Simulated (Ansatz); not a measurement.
**YO+: geometry and frequencies at several levels**

The task here is to estimate one member of a computed series from the others.

Method: the levels named in each step, in Ansatz 0.2.0.

### The system as given

Bond lengths: O1–Y2 2.069 Å.

Structure file:

```xyz
2

O     0.0000    0.0000    0.0000
Y     0.0000    0.0000    2.0687
```

Set-up of the first run:

File input.yaml:

```yaml
crystal:
  periodic: [false, false, false]
  atoms:
    - { symbol: O, position_ang: [0.0, 0.0, 0.15029889] }
    - { symbol: "Y", position_ang: [0.0, 0.0, 1.91842111] }
total_charge: 1
basis:
  gaussian: { orbitals: def2-TZVPP }
hamiltonian:
  xc: pbe0
  dispersion: d4
relax:
  f_tol: 0.002
  max_steps: 150
```

Run with:

```console
$ ansatz run input.yaml --threads 2 --pin off --max-ram 5120MiB --backend cpu --events-out ev --progress --plain --runs-dir out
```

Among the steps run: Relaxation, PBE0-D4/def2-TZVPP; Frequencies, PBE0-D4/def2-TZVPP; Relaxation, PBE-D4/def2-TZVPP; Frequencies, PBE-D4/def2-TZVPP; Relaxation, r2SCAN-D4/def2-TZVPP; Frequencies, r2SCAN-D4/def2-TZVPP; Relaxation, B3LYP-D4/def2-TZVPP; Frequencies, B3LYP-D4/def2-TZVPP; Relaxation, B2PLYP/def2-TZVPP; Frequencies, B2PLYP/def2-TZVPP.

One of the session's tables, all rows but one given; the rest of the session is left out.

```
               level  O1–Y2 (Å)  rotational constants (MHz)  highest frequency (cm⁻¹)
  PBE0-D4/def2-TZVPP     1.7349                       12387                       970
   PBE-D4/def2-TZVPP     1.7564                       12085                       924
r2SCAN-D4/def2-TZVPP     1.7490                       12187                       949
 B3LYP-D4/def2-TZVPP          ?                           ?                         ?
   B2PLYP/def2-TZVPP     1.7657                       11958                       901
```

Q: Estimate the row for B3LYP-D4/def2-TZVPP from the others.

**Answer.** O1–Y2 (Å): 1.7504; rotational constants (MHz): 12168; highest frequency (cm⁻¹): 944. In the column «O1–Y2 (Å)» it lies between r2SCAN-D4/def2-TZVPP (1.7490) and PBE-D4/def2-TZVPP (1.7564).
